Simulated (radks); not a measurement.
# Ionising thulium step by step, Tm²³⁺ to Tm⁴⁵⁺

Aim: the successive ionisation energies of thulium, each ion in the ground configuration that NIST lists, set against the tabulated values. The LB94 potential has no energy functional, so minus the highest eigenvalue is the estimate.

Program: radks (a radial shooting solver on a logarithmic mesh, Libxc functionals) version 1. Level of theory: scalar-relativistic Kohn-Sham, LB94 model potential, spin-polarised, spherical densities, finite nucleus; open shells are filled with parallel spins first. These are calculated values, not measurements, unless marked.

## Step 1: What is computed

| Item | Value |
| --- | --- |
| element | thulium (Z = 69) |
| charges | 23 to 45 |
| first configuration | [Kr] 4d10 |
| last configuration | [Ar] 3d6 |

The outer shells:

Tm²³⁺
```
[Kr] core
4d [↑↓][↑↓][↑↓][↑↓][↑↓]
```

Tm⁴⁵⁺
```
[Ar] core
3d [↑↓][↑ ][↑ ][↑ ][↑ ]
```

LB94 adds a gradient term to the LDA potential that gives it a −1/r tail. It is a model potential with no energy functional, so Etot and Exc are not given.

## Step 2: Tm²³⁺, [Kr] 4d10

Settings of this run:

```text
Z 69
configuration [Kr] 4d10 5s0 5p0
relativity scalar-relativistic
functional lda,pw
model_potential LB94
spin polarised
nucleus finite rms 5.2256 fm
c 137.035999084
```

## Step 3: Tm²⁴⁺, [Kr] 4d9

Input: that of step 2 with these lines changed.

```diff
@@ -1,3 +1,3 @@
 Z 69
-configuration [Kr] 4d10 5s0 5p0
+configuration [Kr] 4d9
 relativity scalar-relativistic
```

## Step 4: Tm²⁵⁺, [Kr] 4d8

Input: that of step 3 with these lines changed.

```diff
@@ -1,3 +1,3 @@
 Z 69
-configuration [Kr] 4d9
+configuration [Kr] 4d8
 relativity scalar-relativistic
```

## Step 5: Tm²⁶⁺, [Kr] 4d7

Input: that of step 4 with these lines changed.

```diff
@@ -1,3 +1,3 @@
 Z 69
-configuration [Kr] 4d8
+configuration [Kr] 4d7
 relativity scalar-relativistic
```

## Step 6: Tm²⁷⁺, [Kr] 4d6

Input: that of step 5 with these lines changed.

```diff
@@ -1,3 +1,3 @@
 Z 69
-configuration [Kr] 4d7
+configuration [Kr] 4d6 5s0 5p0
 relativity scalar-relativistic
```

## Step 7: Tm²⁸⁺, [Kr] 4d5

Input: that of step 6 with these lines changed.

```diff
@@ -1,3 +1,3 @@
 Z 69
-configuration [Kr] 4d6 5s0 5p0
+configuration [Kr] 4d5 5s0 5p0
 relativity scalar-relativistic
```

## Step 8: Tm²⁹⁺, [Kr] 4d4

Input: that of step 7 with these lines changed.

```diff
@@ -1,3 +1,3 @@
 Z 69
-configuration [Kr] 4d5 5s0 5p0
+configuration [Kr] 4d4
 relativity scalar-relativistic
```

## Step 9: Tm³⁰⁺, [Kr] 4d3

Input: that of step 8 with these lines changed.

```diff
@@ -1,3 +1,3 @@
 Z 69
-configuration [Kr] 4d4
+configuration [Kr] 4d3 5s0 5p0
 relativity scalar-relativistic
```

## Step 10: Tm³¹⁺, [Kr] 4d2

Input: that of step 9 with these lines changed.

```diff
@@ -1,3 +1,3 @@
 Z 69
-configuration [Kr] 4d3 5s0 5p0
+configuration [Kr] 4d2 5s0 5p0
 relativity scalar-relativistic
```

## Step 11: Tm³²⁺, [Kr] 4d1

Input: that of step 10 with these lines changed.

```diff
@@ -1,3 +1,3 @@
 Z 69
-configuration [Kr] 4d2 5s0 5p0
+configuration [Kr] 4d1 5s0 5p0
 relativity scalar-relativistic
```

## Step 12: Tm³³⁺, [Kr]

Input: that of step 11 with these lines changed.

```diff
@@ -1,3 +1,3 @@
 Z 69
-configuration [Kr] 4d1 5s0 5p0
+configuration [Kr]
 relativity scalar-relativistic
```

## Step 13: Tm³⁴⁺, [Ar] 3d10 4s2 4p5

Input: that of step 12 with these lines changed.

```diff
@@ -1,3 +1,3 @@
 Z 69
-configuration [Kr]
+configuration [Ar] 3d10 4s2 4p5 5s0 4d0
 relativity scalar-relativistic
```

## Step 14: Tm³⁵⁺, [Ar] 3d10 4s2 4p4

Input: that of step 13 with these lines changed.

```diff
@@ -1,3 +1,3 @@
 Z 69
-configuration [Ar] 3d10 4s2 4p5 5s0 4d0
+configuration [Ar] 3d10 4s2 4p4
 relativity scalar-relativistic
```

## Step 15: Tm³⁶⁺, [Ar] 3d10 4s2 4p3

Input: that of step 14 with these lines changed.

```diff
@@ -1,3 +1,3 @@
 Z 69
-configuration [Ar] 3d10 4s2 4p4
+configuration [Ar] 3d10 4s2 4p3
 relativity scalar-relativistic
```

## Step 16: Tm³⁷⁺, [Ar] 3d10 4s2 4p2

Input: that of step 15 with these lines changed.

```diff
@@ -1,3 +1,3 @@
 Z 69
-configuration [Ar] 3d10 4s2 4p3
+configuration [Ar] 3d10 4s2 4p2 5s0 4d0
 relativity scalar-relativistic
```

## Step 17: Tm³⁸⁺, [Ar] 3d10 4s2 4p1

Input: that of step 16 with these lines changed.

```diff
@@ -1,3 +1,3 @@
 Z 69
-configuration [Ar] 3d10 4s2 4p2 5s0 4d0
+configuration [Ar] 3d10 4s2 4p1
 relativity scalar-relativistic
```

## Step 18: Tm³⁹⁺, [Ar] 3d10 4s2

Input: that of step 17 with these lines changed.

```diff
@@ -1,3 +1,3 @@
 Z 69
-configuration [Ar] 3d10 4s2 4p1
+configuration [Ar] 3d10 4s2
 relativity scalar-relativistic
```

## Step 19: Tm⁴⁰⁺, [Ar] 3d10 4s1

Input: that of step 18 with these lines changed.

```diff
@@ -1,3 +1,3 @@
 Z 69
-configuration [Ar] 3d10 4s2
+configuration [Ar] 3d10 4s1
 relativity scalar-relativistic
```

## Step 20: Tm⁴¹⁺, [Ar] 3d10

Input: that of step 19 with these lines changed.

```diff
@@ -1,3 +1,3 @@
 Z 69
-configuration [Ar] 3d10 4s1
+configuration [Ar] 3d10
 relativity scalar-relativistic
```

## Step 21: Tm⁴²⁺, [Ar] 3d9

Input: that of step 20 with these lines changed.

```diff
@@ -1,3 +1,3 @@
 Z 69
-configuration [Ar] 3d10
+configuration [Ar] 3d9 4s0 4p0
 relativity scalar-relativistic
```

## Step 22: Tm⁴³⁺, [Ar] 3d8

Input: that of step 21 with these lines changed.

```diff
@@ -1,3 +1,3 @@
 Z 69
-configuration [Ar] 3d9 4s0 4p0
+configuration [Ar] 3d8
 relativity scalar-relativistic
```

## Step 23: Tm⁴⁴⁺, [Ar] 3d7

Input: that of step 22 with these lines changed.

```diff
@@ -1,3 +1,3 @@
 Z 69
-configuration [Ar] 3d8
+configuration [Ar] 3d7
 relativity scalar-relativistic
```

## Step 24: Tm⁴⁵⁺, [Ar] 3d6

Input: that of step 23 with these lines changed.

```diff
@@ -1,3 +1,3 @@
 Z 69
-configuration [Ar] 3d7
+configuration [Ar] 3d6 4s0 4p0
 relativity scalar-relativistic
```

**Question.** What will these runs give? Wanted: for each run, species; configuration; −ε(HOMO); NIST; error.

As calculated:

| species | configuration | −ε(HOMO) (eV) | NIST (eV) | error (%) |
| --- | --- | --- | --- | --- |
| Tm²³⁺ | [Kr] 4d10 | 827.97 | 825 (theory) | +0.4 |
| Tm²⁴⁺ | [Kr] 4d9 | 871.54 | 866 (theory) | +0.6 |
| Tm²⁵⁺ | [Kr] 4d8 | 915.75 | 911 (theory) | +0.5 |
| Tm²⁶⁺ | [Kr] 4d7 | 960.60 | 958 (theory) | +0.3 |
| Tm²⁷⁺ | [Kr] 4d6 | 1006.1 | 1004 (theory) | +0.2 |
| Tm²⁸⁺ | [Kr] 4d5 | 1058.6 | 1050 (theory) | +0.8 |
| Tm²⁹⁺ | [Kr] 4d4 | 1105.5 | 1110 (theory) | -0.4 |
| Tm³⁰⁺ | [Kr] 4d3 | 1153.0 | 1157 (theory) | -0.3 |
| Tm³¹⁺ | [Kr] 4d2 | 1201.1 | 1207 (theory) | -0.5 |
| Tm³²⁺ | [Kr] 4d1 | 1249.8 | 1255 (theory) | -0.4 |
| Tm³³⁺ | [Kr] | 1463.6 | 1442 (theory) | +1.5 |
| Tm³⁴⁺ | [Ar] 3d10 4s2 4p5 | 1513.5 | 1490 (theory) | +1.6 |
| Tm³⁵⁺ | [Ar] 3d10 4s2 4p4 | 1564.0 | 1542 (theory) | +1.4 |
| Tm³⁶⁺ | [Ar] 3d10 4s2 4p3 | 1619.3 | 1591 (theory) | +1.8 |
| Tm³⁷⁺ | [Ar] 3d10 4s2 4p2 | 1670.6 | 1706 (theory) | -2.1 |
| Tm³⁸⁺ | [Ar] 3d10 4s2 4p1 | 1722.5 | 1761 (theory) | -2.2 |
| Tm³⁹⁺ | [Ar] 3d10 4s2 | 1909.9 | 1889 (theory) | +1.1 |
| Tm⁴⁰⁺ | [Ar] 3d10 4s1 | 1965.3 | 1945 (semi-emp.) | +1.0 |
| Tm⁴¹⁺ | [Ar] 3d10 | 3301.8 | 3298 (theory) | +0.1 |
| Tm⁴²⁺ | [Ar] 3d9 | 3417.1 | 3409 (theory) | +0.2 |
| Tm⁴³⁺ | [Ar] 3d8 | 3533.6 | 3528 (theory) | +0.2 |
| Tm⁴⁴⁺ | [Ar] 3d7 | 3651.3 | 3653 (theory) | -0.0 |
| Tm⁴⁵⁺ | [Ar] 3d6 | 3770.0 | 3775 (theory) | -0.1 |

**Reading.** Reference values: NIST Atomic Spectra Database (exp. measured, semi-emp. semi-empirical, theory a theoretical value adopted there). The steepest step, after dividing by the final charge, comes at Tm⁴¹⁺ in [Ar] 3d10, where the value goes from 1965.3 to 3301.8 eV. There the highest level belongs to another shell. Open shells are spherical and high-spin; term and fine-structure splittings are not resolved. Spin-orbit splitting is averaged out at the scalar-relativistic level.
